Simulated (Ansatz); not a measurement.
**GeH₃− (triplet): the correlation ladder at distance Ge1–H4 = 1.327 Å, aug-cc-pVDZ**

How much of the correlation energy of GeH₃− (triplet) does each wave-function method recover here?

Program: Ansatz 0.2.0, Gaussian basis. Level of theory: aug-cc-pVDZ, core rule «outside noble gas», up to 14 orbitals frozen. These are calculated values, not measurements.

To be run: UHF; CCSD(T) on ROHF; CCSD(T) on UHF; BCCD(T) on ROHF; CISD; CCSDT(Q) on ROHF; CCSDT(Q) on UHF; CASSCF and MRCISD+Q, 4 electrons in 4 orbitals; CASSCF and NEVPT2, 4 electrons in 4 orbitals.

24 further runs of the same task are left out: 8 for a known fault of the program, 1 for a mislabelled method, 13 that didn't finish, 2 set aside as unsound or not needed.

## (1) The geometry

The geometry derives from a PBE0/def2-TZVPD stationary point (not a proven minimum). One bond is set to the value named and the two fragments are kept rigid. No spin-orbit coupling is included. The filled d shell of Ge may be among the frozen orbitals whatever the setting's name suggests; the logs give the count.

4 atoms, charge -1, spin multiplicity 3.

Atoms are counted from 1 here; the program's logs count them from 0.

Bond lengths: Ge1–H2 1.687 Å, Ge1–H3 1.687 Å, Ge1–H4 1.327 Å. Angles: H2–Ge1–H3 120.0°, H2–Ge1–H4 120.0°, H3–Ge1–H4 120.0°.

Geometry (Å):

```xyz
4
charge -1, multiplicity 3
Ge   -0.00228   -0.00421   -0.00002
H     1.68363    0.04228   -0.00651
H    -0.88546    1.43257    0.01188
H    -0.63387   -1.17126   -0.00426
```

## (2) UHF

The input, in.yaml:

```yaml
crystal:
  periodic: [false, false, false]
  atoms:
    - {symbol: Ge, position_ang: [-0.002280, -0.004212, -0.000015]}
    - {symbol: H, position_ang: [1.683626, 0.042275, -0.006515]}
    - {symbol: H, position_ang: [-0.885458, 1.432567, 0.011885]}
    - {symbol: H, position_ang: [-0.633873, -1.171261, -0.004264]}
basis:
  gaussian: {orbitals: aug-cc-pVDZ}
total_charge: -1
magnetization: {spin_polarized: true, initial_magnetization: 2}
hamiltonian: {xc: hf}
output: {orbitals: {seedname: orbitals}}
```

Run with:

```console
ansatz run in.yaml --threads 1 --pin off --events-out ev --progress --plain --max-ram 2393MiB
```

The runs that follow: CCSD(T) on ROHF; CCSD(T) on UHF; BCCD(T) on ROHF; CISD; CCSDT(Q) on ROHF; CCSDT(Q) on UHF; CASSCF and MRCISD+Q, 4 electrons in 4 orbitals; CASSCF and NEVPT2, 4 electrons in 4 orbitals.

**Question.** What will the summary of the whole plan be? Wanted: UCCSDT(Q) below the RHF energy; RMP2 from UCCSDT(Q); UMP2 from UCCSDT(Q); RCCSD from UCCSDT(Q); RCCSD(T) from UCCSDT(Q); UCCSD(T) from UCCSDT(Q); RCCSDT(Q) from UCCSDT(Q); NEVPT2 pair from UCCSDT(Q); MRCISD+Q pair from UCCSDT(Q).

As calculated:

| quantity | value |
| --- | --- |
| UCCSDT(Q) below the RHF energy | -3.9792 eV |
| RMP2 from UCCSDT(Q) | +918.9 meV |
| UMP2 from UCCSDT(Q) | +925.1 meV |
| RCCSD from UCCSDT(Q) | +145.9 meV |
| RCCSD(T) from UCCSDT(Q) | +34.0 meV |
| UCCSD(T) from UCCSDT(Q) | +30.8 meV |
| RCCSDT(Q) from UCCSDT(Q) | +3.9 meV |
| NEVPT2 pair from UCCSDT(Q) | +928.1 meV |
| MRCISD+Q pair from UCCSDT(Q) | +55.3 meV |
| levels within 1 kcal/mol (43 meV) | RCCSD(T), UCCSD(T), BCCD(T), RCCSDT, UCCSDT, RCCSDT(Q) |
| T1 diagnostic | 0.036 |

In words: RCCSD(T) lands +34.0 meV from the yardstick (0.9 % of the correlation energy). Of the multireference levels listed MRCISD+Q pair comes nearest in total energy (+55.3 meV), which doesn't show that its space is the better one. These misses are within one basis, not against nature; the frozen cores of restricted and unrestricted runs differ, which can shift their rows. The highest orbital lies above zero: the basis alone holds the extra electron.
